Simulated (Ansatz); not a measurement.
Runs of Ansatz 0.2.0 on Sr2SO. Symmetry: P4/mmm, No. 123, tetragonal system. Conventional cell: a = 4.043 Å, b = 4.043 Å, c = 5.718 Å, α = 90.00°, β = 90.00°, γ = 90.00°. Sr (site symmetry 4/mmm) is surrounded by 2 O at 2.86 Å and 4 S at 2.86 Å. Around Sr (site symmetry 4/mmm) lie 2 S at 2.86 Å and 4 O at 2.86 Å. Around S (site symmetry 4/mmm) lie 6 Sr at 2.86 Å. O (site symmetry 4/mmm) is surrounded by 6 Sr at 2.86 Å. The cell comes from a database or a generator and needn't be the stable form of this composition.

```csv
level,share of exact exchange,gap on the mesh (eV),pressure (GPa)
HSE06 form with a typed share of exact exchange,0.1,2.68,-0.6
HSE06 form with a typed share of exact exchange,0.15,(b),-0.8
HSE06 form with a typed share of exact exchange,0,(a),-0.2
HSE06,0.25,3.42,-1.2
HSE06 form with a typed share of exact exchange,0.5,4.71,-2.1
```

Alike in all rows: task single point; potentials or basis Ansatz PAW; no spin polarisation; cell as given; k mesh 4 × 4 × 3; cutoff (eV) 420; smearing fermi-dirac 0.05 eV.

Problem. Fill in the values left out.

Solution. (a) 2.21; (b) 2.93.

Caveats: odd divisions of the mesh miss points on the zone boundary, where band edges often lie, so the gap on the mesh can be too wide; the PAW data sets come from PBE, with cores solved anew for the run's functional, which leaves a small shift of forces and pressure (some runs); the thresholds are loose for stress (some runs); the PAW data sets were made with another functional, which shifts forces and pressure a little (some runs).

A k mesh can miss the band edges, and the runs leave out spin-orbit coupling on Sr.
